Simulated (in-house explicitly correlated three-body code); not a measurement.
# Two electrons around a charge of +2.5 with a centre of 15 electron masses: exact states

The task here is to estimate one member of a computed series from the others.

Method: two electrons, non-relativistic, variational in exponentially correlated functions. Code: in-house explicitly correlated three-body code version 1.

## What is computed

| Property | Result |
| --- | --- |
| charge of the centre | +2.5 |
| mass of the centre | 15 electron masses |
| interactions | Coulomb |
| basis | 260 functions exp(−a r1 − b r2 − g r12) a state, exponent ranges optimised |
| units | hartree and bohr; relativity and QED are left out |

The first run:

Settings:

```ini
Z = 2.5
nuclear_mass = 15.0
interaction_strength = 1.0
functions = 260
states_tried = 13
```

Command:

```console
$ python run_hyl.py task.json out
```

Steps of the session up to this table: Input and results.

One table of the session follows, with a row left open; its other results are not shown here.

It belongs to the step «The bound states». 

| state | binding (eV) | excitation (eV) | ⟨r12⟩ (bohr) |
| --- | --- | --- | --- |
| 1 ¹S | 43.5242 | 0 | 1.135 |
| 2 ³S | 9.21371 | 34.3105 | 3.453 |
| 2 ¹S | 7.97332 | 35.5509 | 3.932 |
| 2 ³P | 7.92618 | 35.5980 | 3.248 |
| 2 ¹P | 6.91856 | 36.6056 | 3.789 |
| 3 ³S | 3.73798 | 39.7862 | 8.251 |
| 3 ¹S | ? | ? | ? |
| 3 ³P | 3.40698 | 40.1172 | 8.318 |
| 3 ¹P | 3.11237 | 40.4118 | 9.159 |
| 4 ³S | 2.01786 | 41.5063 | 15.21 |
| 4 ¹S | 1.88883 | 41.6354 | 16.23 |

Estimate the missing values for 3 ¹S.

**Answer.** binding (eV): 3.41509; excitation (eV): 40.1091; ⟨r12⟩ (bohr): 9.006. In the column «binding (eV)» it lies between 3 ³P (3.40698) and 3 ³S (3.73798).
